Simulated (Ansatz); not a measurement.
# NiMoIrPdW: single point with HSE03

The system is NiMoIrPdW.

```
Ni Mo Pd Ir W
1.0
     4.14670    0.00000    0.00000
    -2.07335    3.59115    0.00000
     0.00000    0.00000    5.41629
Ni Mo Pd Ir W
1 1 1 1 1
Cartesian
  0.0000 0.0000 0.1203
  2.0734 1.1970 2.4913
  0.0000 2.3941 4.0406
  0.0000 2.3941 1.3888
  2.0734 1.1970 5.4155
```

The cell was built by a generator and needn't be a form met in nature.

```yaml
Program: Ansatz 0.2.0
Task: single point
Functional: HSE03
Potentials_or_basis: Ansatz PAW
Cutoff: "420 eV (not typed: the program's choice for these potentials)"
k_mesh: 3 × 3 × 2
Occupations: fermi-dirac, width 0.05 eV
Spin: collinear spin, ferromagnetic start
Starting_moments: "[1.0, 1.0, 0.0, 0.6, 0.0] μB"
```

```yaml
Pressure: -6.3 GPa
Largest_force: 1.557 eV/Å
Band_gap_on_the_k_mesh: none (metal or under the smearing width)
Net_moment: 0.00 μB per cell
Absolute_moment: 0.00 μB per cell
```

Forces on the atoms (eV/Å):
```
Ni   0.000  0.000  0.019
Mo   0.000  0.000 -1.557
Pd   0.000  0.000  0.180
Ir   0.000  0.000 -0.070
W    0.000  0.000  1.428
```

Stress tensor (GPa, compression positive):
```
-6.06  0.00  0.00
 0.00 -6.06  0.00
 0.00  0.00 -6.71
```

Levels at points of the mesh, in eV from the Fermi level:
Spin up:
| k point | band 36 | band 37 | band 38 | band 39 | band 40 | band 41 | band 42 | band 43 | band 44 | band 45 |
| --- | --- | --- | --- | --- | --- | --- | --- | --- | --- | --- |
| (0.00, 0.00, 0.00) | -1.83 | -1.83 | -1.69 | -1.69 | -1.00 | 1.25 | 1.25 | 2.63 | 2.63 | 3.00 |
| (0.00, 0.00, -0.50) | -1.66 | -1.66 | -0.50 | -0.46 | -0.46 | 0.66 | 1.21 | 1.21 | 2.06 | 2.06 |
Spin down:
| k point | band 37 | band 38 | band 39 | band 40 | band 41 | band 42 | band 43 | band 44 |
| --- | --- | --- | --- | --- | --- | --- | --- | --- |
| (0.00, 0.00, 0.00) | -1.83 | -1.69 | -1.69 | -1.00 | 1.25 | 1.25 | 2.63 | 2.63 |
| (0.00, 0.00, -0.50) | -1.66 | -0.50 | -0.46 | -0.46 | 0.66 | 1.21 | 1.21 | 2.06 |

It took 27 s on 8 threads of AMD EPYC 7R43 64-Core Processor (Zen 3) (shared host), peak memory 1.3 GiB.

Caveat: the k mesh is coarse (spacing up to 0.58 Å⁻¹), so the values aren't converged, least of all with exact exchange; the magnetic or orbital state may not be the lowest; the PAW data sets come from PBE, with cores solved anew for the run's functional, which leaves a small shift of forces and pressure; forces of over 1 eV/Å show positions far from the minimum, so gaps and moduli don't describe the material at rest; the starting moments weren't kept; the thresholds are loose for stress. The run has no spin-orbit coupling, so splittings on Ir, W are missing.
